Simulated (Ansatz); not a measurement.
# CH₅AlBFO: how energies converge with the basis set

An exercise on one series of results from a longer session: the logs are not shown, and one member is left open.

Computed with Ansatz 0.2.0, Gaussian basis. Level: one geometry, several basis sets.

The runs, in order: PBE0-D4/def2-SVP; ωB97M-V/def2-SVP; PBE0-D4/def2-QZVPP; ωB97M-V/def2-QZVPP; the functionals' def2-TZVPP values are taken from earlier runs.

**The relaxed structure**

An earlier PBE0-D4 in a triple-zeta def2 set relaxation fixed the geometry.

SMILES `C[BH][Al]([OH])[F]`, 10 atoms, charge 0, spin multiplicity 1.

Atoms are counted from 1 here; the program's logs count them from 0.

Bond lengths: C1–B2 1.548 Å, C1–H6 1.091 Å, C1–H7 1.093 Å, C1–H8 1.108 Å, B2–Al3 2.136 Å, B2–H9 1.201 Å, Al3–O4 1.695 Å, Al3–F5 1.657 Å, O4–H10 0.956 Å. Angles: B2–C1–H6 116.9°, B2–C1–H7 115.2°, B2–C1–H8 101.4°, H6–C1–H7 110.7°, H6–C1–H8 105.7°, H7–C1–H8 105.2°, C1–B2–Al3 121.9°, C1–B2–H9 118.1°, Al3–B2–H9 119.9°, B2–Al3–O4 119.3°, B2–Al3–F5 123.4°, O4–Al3–F5 117.3°, Al3–O4–H10 124.1°.

Set-up of the first run:

The input, in.yaml:

```yaml
crystal:
  periodic: [false, false, false]
  atoms:
    - {symbol: C, position_ang: [-0.781295, 0.559744, 1.387687]}
    - {symbol: B, position_ang: [0.029315, 1.004149, 0.145482]}
    - {symbol: Al, position_ang: [0.803541, -0.406550, -1.259327]}
    - {symbol: O, position_ang: [0.570232, -2.062321, -0.984700]}
    - {symbol: F, position_ang: [1.639035, 0.028143, -2.623123]}
    - {symbol: H, position_ang: [-0.644513, -0.468771, 1.723430]}
    - {symbol: H, position_ang: [-0.751308, 1.250563, 2.234125]}
    - {symbol: H, position_ang: [-1.819420, 0.615209, 1.003944]}
    - {symbol: H, position_ang: [0.153214, 2.181234, -0.057177]}
    - {symbol: H, position_ang: [0.884198, -2.752500, -1.567341]}
basis:
  gaussian: {orbitals: def2-SVP}
hamiltonian: {xc: pbe0, dispersion: d4}
output: {orbitals: {seedname: orbitals}}
```

Among the steps run: PBE0-D4 in def2-SVP; ωB97M-V in def2-SVP; PBE0-D4 in def2-QZVPP; ωB97M-V in def2-QZVPP.

One of the session's tables, all rows but one given; the rest of the session is left out.

It belongs to the step «Density functionals: the series». 

| functional | basis | HOMO (eV) | LUMO (eV) |
| --- | --- | --- | --- |
| PBE0-D4 | def2-SVP | -7.61 | -2.23 |
| PBE0-D4 | def2-TZVPP | -7.71 | -2.35 |
| PBE0-D4 | def2-QZVPP | -7.73 | -2.38 |
| ωB97M-V | def2-SVP | -9.74 | -0.21 |
| ωB97M-V | def2-TZVPP | ? | ? |
| ωB97M-V | def2-QZVPP | -9.89 | -0.50 |

Q: Estimate the row for ωB97M-V, def2-TZVPP from the others.

As computed: HOMO (eV): -9.86; LUMO (eV): -0.42. In the column «HOMO (eV)» it lies between ωB97M-V, def2-QZVPP (-9.89) and ωB97M-V, def2-SVP (-9.74).
